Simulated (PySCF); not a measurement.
# SnS−: from the state search to spectroscopic constants

Aim: find the lowest electronic state of SnS−, scan its bond at several levels of theory, and get bond length, wavenumber and dissociation energy from each curve.

The runs use PySCF 2.14.0; Sn def2-SVPD with ECP28, S def2-SVPD, scalar-relativistic core potentials.

## 1. Set-up

The job is set up so:

| Property | Result |
| --- | --- |
| atoms | Sn, S |
| charge | -1 |
| basis | Sn def2-SVPD with ECP28, S def2-SVPD |
| Hamiltonian | scalar-relativistic core potentials |
| basis functions | 59 |
| electrons treated | 39 |
| masses in u | 119.9022, 31.9721 |
| levels | PBE0, PBE, r²SCAN, B97-3, TPSS, B3LYP, CAM-B3LYP, HF, MP2, SCS-MP2 |
| grid | 80 radial by 434 angular points |
| occupations | held fixed by the projection of orbital angular momentum |
| dissociation limit | Sn + S−, each in its ground configuration |
| starting distance in angstrom | 2.435 |
| values of 2S to try | 1, 3 |

Run with:

```
> OMP_NUM_THREADS=1 python dia.py task.json out
```

The runs that follow: The PBE0 curve of the state that the search chose; Other states along the same grid; PBE (GGA); r²SCAN (meta-GGA); B97-3; TPSS; B3LYP; CAM-B3LYP (range-separated hybrid); UHF (mean field).

**Question.** What will these runs give? Wanted: for each run, Re; ωe; De; μ.

The runs gave:

Lowest PBE0 solution found, without spin–orbit coupling: ²Π (doublet), unpaired electrons π ↑. State 2 has its PBE0 minimum 1.75 eV higher. The other levels ran on the lowest alone.

```tsv
level	Re (Å)	ωe (cm⁻¹)	De (eV)	μ (D)
PBE	2.369	379	3.83	-4.21
TPSS	2.363	384	3.75	-4.24
r²SCAN	2.347	396	3.75	-4.17
B3LYP	2.363	386	3.50	-4.49
PBE0	2.338	404	3.63	-4.33
B97-3	2.354	397	3.62	-4.34
CAM-B3LYP	2.332	410	3.40	-4.60
```

De is counted to Sn + S− in their ground configurations. A positive dipole points from Sn to S; in an ion it is taken about the centre of mass and does not tell which atom is negative. No constants: UHF (the points don't follow one smooth fit); UHF-MP2 (the points don't follow one smooth fit); UHF-SCS-MP2 (the points don't follow one smooth fit).

**Reading.** The methods spread over 0.037 Å in bond length, from CAM-B3LYP to PBE. Among the levels with a De in the table, it runs from 3.40 eV (CAM-B3LYP) to 3.83 eV (PBE).

Correlated steps freeze 9 core orbitals. Spin–orbit coupling is left out, which matters for elements this heavy, above all for dissociation energies. With some functionals the highest level of the anion is positive, from self-interaction error or because the anion is truly unbound there; the finite basis then holds the extra electron, and no neutral molecule was run to test the binding.
